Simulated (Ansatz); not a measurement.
This script makes a convergence test of the plane-wave cutoff of ZrBeB, space group P-6m2 with Ansatz's Python interface.

Contents of `zrbeb.vasp`:
```text
ZrBeB
1.0
   3.41326711    0.00000000    0.00000000
  -1.70663356    2.95597603    0.00000000
   0.00000000    0.00000000    3.49602313
Zr Be B
1 1 1
Direct
   0.00000000    0.00000000    0.00000000
   0.33333333    0.66666667    0.50000000
   0.66666667    0.33333333    0.50000000
```

`ecut_zrbeb.py`:
```python
"""Convergence of ZrBeB with the plane-wave cutoff."""

import ansatz as az
from ase.io import read
from tabulate import tabulate

atoms = read("zrbeb.vasp", format="vasp")
structure = az.Crystal.from_ase(atoms)

job = structure.calculation()
job = job.functional(az.Functional.PBESOL)
job = job.kpoints(10, 10, 9, center="gamma")
job = job.occupations(az.OccupationsMethod.METHFESSEL_PAXTON, width=0.1)
job = job.forces().stress()

rows = []
for value in [250, 350, 450, 550]:
    report = job.basis(value).run(threads=1).report
    rows.append((value, report["free_energy_ev"] / len(report["lattice"]["sites"]), report["n_iterations"], sum(report["stress_gpa"][i][i] for i in range(3)) / 3, max(abs(f) for row in report["forces_ev_ang"] for f in row), report["n_pw"]))

print(tabulate(rows, headers=["cutoff (eV)", "F/atom (eV)", "iterations", "P (GPa)", "max component (eV/A)", "plane waves"], floatfmt=".4f", tablefmt="github"))

# the last row is the reference
for row in rows[:-1]:
    shift = 1000 * (row[1] - rows[-1][1])
    print(f"{row[0]}: {shift:+.2f} meV/atom" + ("  (within 1 meV)" if abs(shift) < 1 else ""))
```

From which cutoff on is the energy per atom within 1 meV of the last row, and how does it get there?

From 450 eV on it stays within 1 meV an atom of the value at 550 eV; the first row (250 eV) is off by 118.0 meV and the last but one by 0.15 meV. The energy falls steadily, as expected when plane waves are added. The pressure moves from -3.03 to -4.03 GPa (the program's stress holds a Pulay correction, so it settles early).

What the script printed:

Running `python ecut_zrbeb.py` prints:
```text
DeckWarning: basis.ecutwfc = 250 eV is below the records' recommended 420 eV, and the density's cutoff is lower with it unless basis.ecutrho_ratio is high enough to keep the records' density cutoff: compare with a run at a higher cutoff
DeckWarning: basis.ecutwfc = 350 eV is below the records' recommended 420 eV, and the density's cutoff is lower with it unless basis.ecutrho_ratio is high enough to keep the records' density cutoff: compare with a run at a higher cutoff
|   cutoff (eV) |   F/atom (eV) |   iterations |   P (GPa) |   max component (eV/A) |   plane waves |
|---------------|---------------|--------------|-----------|------------------------|---------------|
|           250 |    -1457.7107 |            5 |   -3.0316 |                 0.0000 |           327 |
|           350 |    -1457.8230 |            6 |   -3.9964 |                 0.0000 |           527 |
|           450 |    -1457.8286 |            6 |   -4.0292 |                 0.0000 |           763 |
|           550 |    -1457.8287 |            6 |   -4.0308 |                 0.0000 |          1057 |
250: +118.02 meV/atom
350: +5.73 meV/atom
450: +0.15 meV/atom  (within 1 meV)
```
(Warnings from the package without file and line.)

Forces vanish by symmetry here and test nothing. Pressure is positive in compression. The structure comes from a database of computed cells and needn't be a stable or known phase. Shifts are counted from the last row, which is itself no proven limit. Timing: 12 s on 1 thread of Intel(R) Xeon(R) Processor @ 2.30GHz, with other jobs on the host, peak memory 0.61 GiB.
